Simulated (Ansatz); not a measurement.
**CHClF₄OSn: one species, many methods**

One table from this session's results is given with a row withheld; the runs are named, their logs left out.

The runs use Ansatz 0.2.0, Gaussian basis; functionals in def2-TZVPP, the program's frozen cores in correlated methods.

Levels to be run: PBE-D4, r2SCAN-D4, PBE0-D4, B3LYP-D4, ωB97X-V, ωB97M-V, B2PLYP; CCSD(T)/def2-TZVPP; MP2/def2-QZVPP; extrapolation to the limit.

**Structure used throughout**

All runs share one geometry, relaxed beforehand with PBE0-D4 in a triple-zeta def2 set. Sn takes the def2 core potential; no spin-orbit term is included.

SMILES `[F][SnH]([Cl])[O]C(F)(F)F`, 9 atoms, charge 0, spin multiplicity 1.

Atoms are counted from 1 here; the program's logs count them from 0.

Bond lengths: F1–Sn2 1.895 Å, Sn2–Cl3 2.281 Å, Sn2–O4 1.970 Å, Sn2–H9 1.683 Å, O4–C5 1.327 Å, C5–F6 1.338 Å, C5–F7 1.348 Å, C5–F8 1.329 Å. Angles: F1–Sn2–Cl3 107.0°, F1–Sn2–O4 105.4°, F1–Sn2–H9 111.0°, Cl3–Sn2–O4 109.7°, Cl3–Sn2–H9 117.0°, O4–Sn2–H9 106.1°, Sn2–O4–C5 124.6°, O4–C5–F6 112.0°, O4–C5–F7 112.1°, O4–C5–F8 110.5°, F6–C5–F7 106.7°, F6–C5–F8 107.6°, F7–C5–F8 107.7°.

Set-up of the first run:

Contents of in.yaml:

```yaml
crystal:
  periodic: [false, false, false]
  atoms:
    - {symbol: F, position_ang: [-2.506023, -0.142460, 0.351924]}
    - {symbol: Sn, position_ang: [-1.035421, -0.922591, -0.553346]}
    - {symbol: Cl, position_ang: [-0.223372, -2.574736, 0.794223]}
    - {symbol: O, position_ang: [0.299202, 0.516194, -0.719585]}
    - {symbol: C, position_ang: [1.028422, 0.988620, 0.283667]}
    - {symbol: F, position_ang: [2.200145, 0.351776, 0.394573]}
    - {symbol: F, position_ang: [0.403010, 0.859696, 1.471187]}
    - {symbol: F, position_ang: [1.288446, 2.278993, 0.102163]}
    - {symbol: H, position_ang: [-1.454419, -1.355492, -2.124817]}
basis:
  gaussian: {orbitals: def2-TZVPP}
hamiltonian: {xc: pbe, dispersion: d4}
output: {forces: true, orbitals: {seedname: orbitals}}
```

The run is started by

```
$ ansatz run in.yaml --threads 2 --pin off --events-out ev --progress --plain --max-ram 22528MiB --backend cuda --devices 0, --max-vram 18GiB
```

Among the steps run: PBE-D4 (GGA); r2SCAN-D4 (meta-GGA); PBE0-D4 (hybrid); B3LYP-D4 (hybrid); ωB97X-V (range-separated); ωB97M-V (range-separated); B2PLYP (double hybrid); CCSD(T) in def2-TZVPP; MP2 in def2-QZVPP.

One of the session's tables, all rows but one given; the rest of the session is left out.

It belongs to the step «Atomisation energies». 

| method | atomisation energy (kJ/mol) |
| --- | --- |
| PBE-D4 | 3397.2 |
| r2SCAN-D4 | 3289.3 |
| PBE0-D4 | 3248.0 |
| B3LYP-D4 | 3205.4 |
| ωB97X-V | 3290.0 |
| ωB97M-V | 3271.0 |
| B2PLYP | 3194.3 |
| HF/def2-TZVPP | 2120.3 |
| MP2/def2-TZVPP | 3319.9 |
| CCSD/def2-TZVPP | ? |
| CCSD(T)/def2-TZVPP | 3156.2 |
| MP2/CBS | 3447.1 |
| CCSD(T)/CBS | 3283.5 |

Estimate the missing values for CCSD/def2-TZVPP.

As computed: atomisation energy (kJ/mol): 3069.6. In the column «atomisation energy (kJ/mol)» it lies between HF/def2-TZVPP (2120.3) and CCSD(T)/def2-TZVPP (3156.2).

To keep in mind: Free atoms (4 F, 1 Sn, 1 Cl, 1 O, 1 C, 1 H) were run apart at each level; the atomisation energy is their sum less the molecule, without zero-point or spin-orbit terms.
